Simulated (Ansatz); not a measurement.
# HBr with CH₄O: superposition error and deformation, part 2 of 3

Ansatz 0.2.0, Gaussian basis. Earlier steps stand in the parts before.

### 13 CCSD(T)/def2-TZVPPD

The inputs:

a/in.yaml

```yaml
crystal:
  periodic: [false, false, false]
  atoms:
    - {symbol: Br, position_ang: [0.210141, 0.228275, -2.937374]}
    - {symbol: H, position_ang: [-0.281086, -0.087766, -1.599568]}
basis:
  gaussian: {orbitals: "def2-TZVPPD.json"}
correlation: {method: ccsd_t}
```

b/in.yaml

```yaml
crystal:
  periodic: [false, false, false]
  atoms:
    - {symbol: C, position_ang: [0.350759, -0.051929, 0.896738]}
    - {symbol: O, position_ang: [-0.747862, -0.347519, 0.046453]}
    - {symbol: H, position_ang: [1.160152, -0.720910, 0.608170]}
    - {symbol: H, position_ang: [0.098034, -0.236366, 1.944533]}
    - {symbol: H, position_ang: [0.690357, 0.981309, 0.777348]}
    - {symbol: H, position_ang: [-1.480695, 0.235006, 0.263700]}
basis:
  gaussian: {orbitals: "def2-TZVPPD.json"}
correlation: {method: ccsd_t}
```

One command serves all of them, each in its own folder.

Run with:

```sh
$ ansatz run in.yaml --threads 4 --pin off --events-out ev --progress --plain --max-ram 9574MiB
```

Output in a, cut to the lines that bear on the results:

```text
Functional definition: HF
  name "HF"
  cite "Fock, Z. Phys. 61, 126 (1930) doi:10.1007/BF01340294"
  parent pbe
[...]
449 factors; integrals over basis functions are off by at most 9.4e-4 eV
[...]
mean field -70014.92467675 eV, -2573.0010240502 hartree, gradient 1.9e-6 eV, S^2 0.000000; 0 other end points of the search recorded, 0 dependent functions left out
9 core orbitals not correlated: weight in the atoms' cores, before any rotation towards them, 1.000 or more for the frozen orbitals, at most 0.000 for the correlated occupied ones
reference -70014.92467675 eV, -2573.0010240502 hartree; 9, 9 occupied and 56, 56 virtual orbitals, 449 factors
second order -7.88271097 eV of doubles, -0.00000000 eV of singles
cycle   1  -7.96703347 eV  change   -8.4e-2 eV  update   4.6e-2
[...]
cycle   7  -8.15786119 eV  change    3.0e-7 eV  update   1.5e-5
perturbative correction -0.24777757 eV, -0.0091056577 hartree
Total energy: -70023.33031552 eV, -2573.3099255772 hartree
```

Output in b, cut to the lines that bear on the results:

```text
[... 4 set-up lines as earlier in the session ...]
[...]
829 factors; integrals over basis functions are off by at most 9.8e-4 eV
[...]
mean field -3131.91908653 eV, -115.0959035388 hartree, gradient 1.3e-6 eV, S^2 0.000000; 0 other end points of the search recorded, 0 dependent functions left out
2 core orbitals not correlated: weight in the atoms' cores, before any rotation towards them, 1.000 or more for the frozen orbitals, at most 0.000 for the correlated occupied ones
reference -3131.91908653 eV, -115.0959035388 hartree; 7, 7 occupied and 136, 136 virtual orbitals, 829 factors
second order -11.68925481 eV of doubles, -0.00000000 eV of singles
cycle   1  -11.87768109 eV  change   -1.9e-1 eV  update   6.5e-2
[...]
cycle   9  -12.19306815 eV  change   -3.8e-6 eV  update   1.0e-5
perturbative correction -0.41032012 eV, -0.0150789863 hartree
Total energy: -3144.52247480 eV, -115.5590695150 hartree
```

They took 0.5 s (a), 6 s (b) on 4 threads of Arm Neoverse V1, shared host; peak memory 0.89 GiB.

### 14 Relaxing HBr alone

Contents of relax-a/in.yaml:

```yaml
crystal:
  periodic: [false, false, false]
  atoms:
    - {symbol: Br, position_ang: [0.210141, 0.228275, -2.937374]}
    - {symbol: H, position_ang: [-0.281086, -0.087766, -1.599568]}
basis:
  gaussian: {orbitals: def2-TZVP}
hamiltonian: {xc: pbe0, dispersion: d4}
relax: {f_tol: 0.005, max_steps: 200}
```

Run with:

```sh
$ ansatz run in.yaml --threads 4 --pin off --events-out ev --progress --plain --max-ram 9574MiB
```

Log, cut to the lines that bear on the results:

```text
[... 5 set-up lines as earlier in the session ...]
[...]
457 factors; their error is unknown
[...]
mean field -70054.55400371 eV, -2574.4573749541 hartree, gradient 1.9e-5 eV, S^2 0.000000; 0 other end points of the search recorded, 0 dependent functions left out
[...]
reference -70054.57279916 eV, -2574.4580656740 hartree; 18, 18 occupied and 36, 36 virtual orbitals, 457 factors
Total energy: -70054.57831842 eV, -2574.4582685034 hartree
Atom 0 at     0.203516     0.224013    -2.919331 Å, force     0.001401     0.000901    -0.003815 eV/Å
Atom 1 at    -0.274461    -0.083504    -1.617611 Å, force    -0.001401    -0.000901     0.003815 eV/Å
Dipole moment:    -0.066737    -0.042937     0.181752 e Å
```

Wall time 0.95 s (4 threads of Arm Neoverse V1, shared host).

Relaxation path:

```
step  energy from step 1 (eV)  largest force component (eV/Å)
   1                   0.0000                          0.8489
   2                  -0.0184                          0.1208
   3                  -0.0188                          0.0038
```

The bond:

```
  bond  before (Å)  after (Å)  change (Å)
Br1–H2       1.460      1.420      -0.039
```

### 15 Relaxing CH₄O alone

Contents of relax-b/in.yaml:

```yaml
crystal:
  periodic: [false, false, false]
  atoms:
    - {symbol: C, position_ang: [0.350759, -0.051929, 0.896738]}
    - {symbol: O, position_ang: [-0.747862, -0.347519, 0.046453]}
    - {symbol: H, position_ang: [1.160152, -0.720910, 0.608170]}
    - {symbol: H, position_ang: [0.098034, -0.236366, 1.944533]}
    - {symbol: H, position_ang: [0.690357, 0.981309, 0.777348]}
    - {symbol: H, position_ang: [-1.480695, 0.235006, 0.263700]}
basis:
  gaussian: {orbitals: def2-TZVP}
hamiltonian: {xc: pbe0, dispersion: d4}
relax: {f_tol: 0.005, max_steps: 200}
```

Run with:

```sh
$ ansatz run in.yaml --threads 4 --pin off --events-out ev --progress --plain --max-ram 9574MiB
```

Log, cut to the lines that bear on the results:

```text
[... 5 set-up lines as earlier in the session ...]
[...]
507 factors; their error is unknown
[...]
mean field -3146.64568083 eV, -115.6370958975 hartree, gradient 1.7e-5 eV, S^2 0.000000; 0 other end points of the search recorded, 0 dependent functions left out
[...]
Atom 2 at     1.155861    -0.720254     0.609843 Å, force    -0.000315     0.000037    -0.000030 eV/Å
Atom 3 at     0.102670    -0.232218     1.946984 Å, force    -0.000128    -0.000099     0.000112 eV/Å
Atom 4 at     0.691570     0.979933     0.780417 Å, force     0.000238     0.000140    -0.000117 eV/Å
Atom 5 at    -1.475239     0.231352     0.269033 Å, force    -0.001575     0.000982     0.000586 eV/Å
Dipole moment:    -0.019791     0.246421     0.245568 e Å
```

It took 3 s on 4 threads of Arm Neoverse V1, shared host.

The steps of the relaxation:

```
step  energy from step 1 (eV)  largest force component (eV/Å)
   1                   0.0000                          0.4846
   2                  -0.0036                          0.2213
   3                  -0.0045                          0.0218
   4                  -0.0046                          0.0094
   5                  -0.0046                          0.0019
```

Close pairs (by a distance rule), those that changed most:

```
 bond  before (Å)  after (Å)  change (Å)
C1–O2       1.420      1.409      -0.011
C1–H4       1.094      1.097      +0.004
C1–H5       1.094      1.097      +0.003
O2–H6       0.961      0.959      -0.002
C1–H3       1.089      1.090      +0.001
```

### 16 PBE-D4/def2-TZVPPD

Contents of free-a/in.yaml:

```yaml
crystal:
  periodic: [false, false, false]
  atoms:
    - {symbol: Br, position_ang: [0.203516, 0.224013, -2.919331]}
    - {symbol: H, position_ang: [-0.274461, -0.083504, -1.617611]}
basis:
  gaussian: {orbitals: "def2-TZVPPD.json"}
hamiltonian: {xc: pbe, dispersion: d4}
```

Contents of free-b/in.yaml:

```yaml
crystal:
  periodic: [false, false, false]
  atoms:
    - {symbol: C, position_ang: [0.340061, -0.053494, 0.890841]}
    - {symbol: O, position_ang: [-0.744178, -0.345728, 0.039823]}
    - {symbol: H, position_ang: [1.155861, -0.720254, 0.609843]}
    - {symbol: H, position_ang: [0.102670, -0.232218, 1.946984]}
    - {symbol: H, position_ang: [0.691570, 0.979933, 0.780417]}
    - {symbol: H, position_ang: [-1.475239, 0.231352, 0.269033]}
basis:
  gaussian: {orbitals: "def2-TZVPPD.json"}
hamiltonian: {xc: pbe, dispersion: d4}
```

The same command starts each run, in its folder.

Run with:

```sh
$ ansatz run in.yaml --threads 4 --pin off --events-out ev --progress --plain --max-ram 9574MiB
```

Log of free-a, cut to the lines that bear on the results:

```text
[... 4 set-up lines as earlier in the session ...]
[...]
479 factors; their error is unknown
[...]
mean field -70052.16256711 eV, -2574.3694912800 hartree, gradient 2.8e-5 eV, S^2 0.000000; 0 other end points of the search recorded, 0 dependent functions left out
reference -70052.16261052 eV, -2574.3694928756 hartree; 18, 18 occupied and 56, 56 virtual orbitals, 479 factors
Total energy: -70052.16939553 eV, -2574.3697422198 hartree
```

free-b printed, cut to the lines that bear on the results:

```text
[... 4 set-up lines as earlier in the session ...]
[...]
594 factors; their error is unknown
[...]
mean field -3146.56490095 eV, -115.6341272917 hartree, gradient 3.0e-5 eV, S^2 0.000000; 0 other end points of the search recorded, 0 dependent functions left out
reference -3146.56494199 eV, -115.6341287997 hartree; 9, 9 occupied and 136, 136 virtual orbitals, 594 factors
Total energy: -3146.60648197 eV, -115.6356553661 hartree
```

Times: 0.3 s (free-a), 0.7 s (free-b) on 4 threads of Arm Neoverse V1, shared host.

### 17 r2SCAN-D4/def2-TZVPPD

Each input of step 16 (free-a, free-b) changes in the same lines:

```diff
-hamiltonian: {xc: pbe, dispersion: d4}
+hamiltonian: {xc: r2scan, dispersion: d4}
```

Each run has its own folder and the same command.

Run with:

```sh
$ ansatz run in.yaml --threads 4 --pin off --events-out ev --progress --plain --max-ram 9574MiB
```

Log of free-a, cut to the lines that bear on the results:

```text
[... 5 set-up lines as earlier in the session ...]
[...]
479 factors; their error is unknown
[...]
mean field -70062.30092732 eV, -2574.7420691457 hartree, gradient 1.5e-5 eV, S^2 0.000000; 0 other end points of the search recorded, 0 dependent functions left out
reference -70062.30093879 eV, -2574.7420695671 hartree; 18, 18 occupied and 56, 56 virtual orbitals, 479 factors
Total energy: -70062.30239786 eV, -2574.7421231873 hartree
```

Log of free-b, cut to the lines that bear on the results:

```text
[... 5 set-up lines as earlier in the session ...]
[...]
594 factors; their error is unknown
[...]
mean field -3148.55580139 eV, -115.7072915335 hartree, gradient 5.1e-5 eV, S^2 0.000000; 0 other end points of the search recorded, 0 dependent functions left out
reference -3148.55581412 eV, -115.7072920012 hartree; 9, 9 occupied and 136, 136 virtual orbitals, 594 factors
Total energy: -3148.56564698 eV, -115.7076533522 hartree
```

Times: 0.65 s (free-a), 1.3 s (free-b) on 4 threads of Arm Neoverse V1, shared host.

### 18 PBE0-D4/def2-TZVPPD

Each input of step 17 (free-a, free-b) changes in the same lines:

```diff
-hamiltonian: {xc: r2scan, dispersion: d4}
+hamiltonian: {xc: pbe0, dispersion: d4}
+output: {orbitals: {seedname: orbitals}}
```

One command serves all of them, each in its own folder.

Run with:

```sh
$ ansatz run in.yaml --threads 4 --pin off --events-out ev --progress --plain --max-ram 9574MiB
```

Log of free-a, cut to the lines that bear on the results:

```text
[... 5 set-up lines as earlier in the session ...]
[...]
531 factors; their error is unknown
[...]
mean field -70054.61607906 eV, -2574.4596561811 hartree, gradient 7.0e-5 eV, S^2 0.000000; 0 other end points of the search recorded, 0 dependent functions left out
reference -70054.61610774 eV, -2574.4596572351 hartree; 18, 18 occupied and 56, 56 virtual orbitals, 531 factors
Total energy: -70054.62162701 eV, -2574.4598600645 hartree
```

free-b printed, cut to the lines that bear on the results:

```text
[... 5 set-up lines as earlier in the session ...]
[...]
594 factors; their error is unknown
[...]
mean field -3146.76647934 eV, -115.6415351608 hartree, gradient 2.6e-5 eV, S^2 0.000000; 0 other end points of the search recorded, 0 dependent functions left out
reference -3146.76650940 eV, -115.6415362654 hartree; 9, 9 occupied and 136, 136 virtual orbitals, 594 factors
Total energy: -3146.80008272 eV, -115.6427700624 hartree
```

They took 0.3 s (free-a), 0.85 s (free-b) on 4 threads of Arm Neoverse V1, shared host.

### 19 B3LYP-D4/def2-TZVPPD

Each input of step 18 (free-a, free-b) changes in the same lines:

```diff
-hamiltonian: {xc: pbe0, dispersion: d4}
-output: {orbitals: {seedname: orbitals}}
+hamiltonian: {xc: {name: B3LYP}, dispersion: d4}
```

The same command starts each run, in its folder.

Run with:

```sh
$ ansatz run in.yaml --threads 4 --pin off --events-out ev --progress --plain --max-ram 9574MiB
```

Log of free-a, cut to the lines that bear on the results:

```text
[... 6 set-up lines as earlier in the session ...]
[...]
515 factors; their error is unknown
[...]
mean field -70063.61972752 eV, -2574.7905341592 hartree, gradient 6.3e-6 eV, S^2 0.000000; 0 other end points of the search recorded, 0 dependent functions left out
reference -70063.61991611 eV, -2574.7905410899 hartree; 18, 18 occupied and 56, 56 virtual orbitals, 515 factors
Total energy: -70063.63104943 eV, -2574.7909502317 hartree
```

Log of free-b, cut to the lines that bear on the results:

```text
[... 6 set-up lines as earlier in the session ...]
[...]
594 factors; their error is unknown
[...]
mean field -3150.54400739 eV, -115.7803567561 hartree, gradient 2.7e-5 eV, S^2 0.000000; 0 other end points of the search recorded, 0 dependent functions left out
reference -3150.54422947 eV, -115.7803649175 hartree; 9, 9 occupied and 136, 136 virtual orbitals, 594 factors
Total energy: -3150.61060540 eV, -115.7828041880 hartree
```

They took 0.4 s (free-a), 1 s (free-b) on 4 threads of Arm Neoverse V1, shared host.

### 20 wB97X-V/def2-TZVPPD

The same edit goes into each in.yaml of step 19 (free-a, free-b):

```diff
-hamiltonian: {xc: {name: B3LYP}, dispersion: d4}
+hamiltonian: {xc: {name: wB97X-V}}
```

The same command starts each run, in its folder.

Run with:

```sh
$ ansatz run in.yaml --threads 4 --pin off --events-out ev --progress --plain --max-ram 9574MiB
```

free-a printed, cut to the lines that bear on the results:

```text
[... 5 set-up lines as earlier in the session ...]
[...]
      + integral(e_c_pw_opposite_spin*poly(b97_u_opposite, cos0, cos1)) + vv10(b, c)
515 factors; their error is unknown
102 factors; integrals over basis functions are off by at most 6.0e-5 eV
[...]
mean field -70056.31848218 eV, -2574.5222183419 hartree, gradient 1.7e-5 eV, S^2 0.000000; 0 other end points of the search recorded, 0 dependent functions left out
reference -70056.31848038 eV, -2574.5222182759 hartree; 18, 18 occupied and 56, 56 virtual orbitals, 515 factors
Total energy: -70056.31848038 eV, -2574.5222182759 hartree
```

Log of free-b, cut to the lines that bear on the results:

```text
[... 5 set-up lines as earlier in the session ...]
[...]
      + integral(e_c_pw_opposite_spin*poly(b97_u_opposite, cos0, cos1)) + vv10(b, c)
594 factors; their error is unknown
203 factors; integrals over basis functions are off by at most 2.7e-5 eV
[...]
mean field -3149.28929742 eV, -115.7342470153 hartree, gradient 3.4e-5 eV, S^2 0.000000; 0 other end points of the search recorded, 0 dependent functions left out
reference -3149.28929553 eV, -115.7342469458 hartree; 9, 9 occupied and 136, 136 virtual orbitals, 594 factors
Total energy: -3149.28929553 eV, -115.7342469458 hartree
```

They took 0.7 s (free-a), 2.1 s (free-b) on 4 threads of Arm Neoverse V1, shared host.

### 21 wB97M-V/def2-TZVPPD

The same edit goes into each in.yaml of step 20 (free-a, free-b):

```diff
-hamiltonian: {xc: {name: wB97X-V}}
+hamiltonian: {xc: {name: wB97M-V}}
```

One command serves all of them, each in its own folder.

Run with:

```sh
$ ansatz run in.yaml --threads 4 --pin off --events-out ev --progress --plain --max-ram 9574MiB
```

Log of free-a, cut to the lines that bear on the results:

```text
[... 5 set-up lines as earlier in the session ...]
  # Of w^i u^j: cxij and so on, Table III.
[...]
  gx(w, u) = 1 - cx + cx01*u + cx10*w
[...]
      + integral(e_c_pw_mod_opposite_spin*gos(b97_w_opposite, b97_u_opposite)) + vv10(b, c)
508 factors; their error is unknown
102 factors; integrals over basis functions are off by at most 6.0e-5 eV
[...]
mean field -70058.70047214 eV, -2574.6097548586 hartree, gradient 1.6e-5 eV, S^2 0.000000; 0 other end points of the search recorded, 0 dependent functions left out
reference -70058.70052183 eV, -2574.6097566845 hartree; 18, 18 occupied and 56, 56 virtual orbitals, 508 factors
Total energy: -70058.70052183 eV, -2574.6097566845 hartree
```

free-b printed, cut to the lines that bear on the results:

```text
[... 5 set-up lines as earlier in the session ...]
  # Of w^i u^j: cxij and so on, Table III.
[...]
  gx(w, u) = 1 - cx + cx01*u + cx10*w
[...]
      + integral(e_c_pw_mod_opposite_spin*gos(b97_w_opposite, b97_u_opposite)) + vv10(b, c)
594 factors; their error is unknown
203 factors; integrals over basis functions are off by at most 2.7e-5 eV
[...]
mean field -3148.89261321 eV, -115.7196691395 hartree, gradient 8.1e-6 eV, S^2 0.000000; 0 other end points of the search recorded, 0 dependent functions left out
reference -3148.89266087 eV, -115.7196708908 hartree; 9, 9 occupied and 136, 136 virtual orbitals, 594 factors
Total energy: -3148.89266087 eV, -115.7196708908 hartree
```

They took 0.85 s (free-a), 2.4 s (free-b) on 4 threads of Arm Neoverse V1, shared host.

### 22 B2PLYP/def2-TZVPPD

Each input of step 21 (free-a, free-b) changes in the same lines:

```diff
-hamiltonian: {xc: {name: wB97M-V}}
+hamiltonian: {xc: {name: B2PLYP}}
```

One command serves all of them, each in its own folder.

Run with:

```sh
$ ansatz run in.yaml --threads 4 --pin off --events-out ev --progress --plain --max-ram 9574MiB
```

Output in free-a, cut to the lines that bear on the results:

```text
[... 5 set-up lines as earlier in the session ...]
[...]
448 factors; integrals over basis functions are off by at most 1.5e-3 eV
[...]
mean field -70049.80362382 eV, -2574.2828017130 hartree, gradient 2.0e-6 eV, S^2 0.000000; 0 other end points of the search recorded, 0 dependent functions left out
9 core orbitals not correlated: weight in the atoms' cores, before any rotation towards them, 1.000 or more for the frozen orbitals, at most 0.000 for the correlated occupied ones
reference -70049.80373911 eV, -2574.2828059499 hartree; 9, 9 occupied and 56, 56 virtual orbitals, 448 factors
second order -9.29730865 eV of doubles, -0.00000000 eV of singles
Total energy: -70052.31401244 eV, -2574.3750567935 hartree
```

Log of free-b, cut to the lines that bear on the results:

```text
[... 5 set-up lines as earlier in the session ...]
[...]
829 factors; integrals over basis functions are off by at most 1.0e-3 eV
[...]
mean field -3144.17492734 eV, -115.5462973814 hartree, gradient 3.5e-6 eV, S^2 0.000000; 0 other end points of the search recorded, 0 dependent functions left out
2 core orbitals not correlated: weight in the atoms' cores, before any rotation towards them, 1.000 or more for the frozen orbitals, at most 0.000 for the correlated occupied ones
reference -3144.17506226 eV, -115.5463023396 hartree; 7, 7 occupied and 136, 136 virtual orbitals, 829 factors
second order -13.98768558 eV of doubles, -0.00000000 eV of singles
Total energy: -3147.95173737 eV, -115.6850925898 hartree
```

Times: 0.5 s (free-a), 1.6 s (free-b) on 4 threads of Arm Neoverse V1, shared host.

### 23 BLYP-D4/def2-TZVPPD

The same edit goes into each in.yaml of step 22 (free-a, free-b):

```diff
-hamiltonian: {xc: {name: B2PLYP}}
+hamiltonian: {xc: {name: BLYP}, dispersion: d4}
```

The same command starts each run, in its folder.

Run with:

```sh
$ ansatz run in.yaml --threads 4 --pin off --events-out ev --progress --plain --max-ram 9574MiB
```

Log of free-a, cut to the lines that bear on the results:

```text
[... 4 set-up lines as earlier in the session ...]
[...]
479 factors; their error is unknown
[...]
mean field -70063.42408270 eV, -2574.7833443445 hartree, gradient 1.9e-5 eV, S^2 0.000000; 0 other end points of the search recorded, 0 dependent functions left out
reference -70063.42434230 eV, -2574.7833538849 hartree; 18, 18 occupied and 56, 56 virtual orbitals, 479 factors
Total energy: -70063.44031408 eV, -2574.7839408368 hartree
```

Log of free-b, cut to the lines that bear on the results:

```text
[... 4 set-up lines as earlier in the session ...]
[...]
594 factors; their error is unknown
[...]
mean field -3149.36643258 eV, -115.7370816801 hartree, gradient 2.7e-5 eV, S^2 0.000000; 0 other end points of the search recorded, 0 dependent functions left out
reference -3149.36673116 eV, -115.7370926525 hartree; 9, 9 occupied and 136, 136 virtual orbitals, 594 factors
Total energy: -3149.46556488 eV, -115.7407247248 hartree
```

Times: 0.35 s (free-a), 0.75 s (free-b) on 4 threads of Arm Neoverse V1, shared host.

### 24 revPBE-D4/def2-TZVPPD

Each input of step 23 (free-a, free-b) changes in the same lines:

```diff
-hamiltonian: {xc: {name: BLYP}, dispersion: d4}
+hamiltonian: {xc: {name: revPBE}, dispersion: d4}
```

One command serves all of them, each in its own folder.

Run with:

```sh
$ ansatz run in.yaml --threads 4 --pin off --events-out ev --progress --plain --max-ram 9574MiB
```

free-a printed, cut to the lines that bear on the results:

```text
[... 4 set-up lines as earlier in the session ...]
[...]
479 factors; their error is unknown
[...]
mean field -70056.79568471 eV, -2574.5397552115 hartree, gradient 3.8e-5 eV, S^2 0.000000; 0 other end points of the search recorded, 0 dependent functions left out
reference -70056.79574172 eV, -2574.5397573066 hartree; 18, 18 occupied and 56, 56 virtual orbitals, 479 factors
Total energy: -70056.82088403 eV, -2574.5406812692 hartree
```

Log of free-b, cut to the lines that bear on the results:

```text
[... 4 set-up lines as earlier in the session ...]
[...]
594 factors; their error is unknown
[...]
mean field -3149.40013302 eV, -115.7383201482 hartree, gradient 3.7e-5 eV, S^2 0.000000; 0 other end points of the search recorded, 0 dependent functions left out
reference -3149.40018417 eV, -115.7383220281 hartree; 9, 9 occupied and 136, 136 virtual orbitals, 594 factors
Total energy: -3149.58038232 eV, -115.7449441879 hartree
```

Times: 0.3 s (free-a), 0.7 s (free-b) on 4 threads of Arm Neoverse V1, shared host.

(Continued in part 3 of 3.)
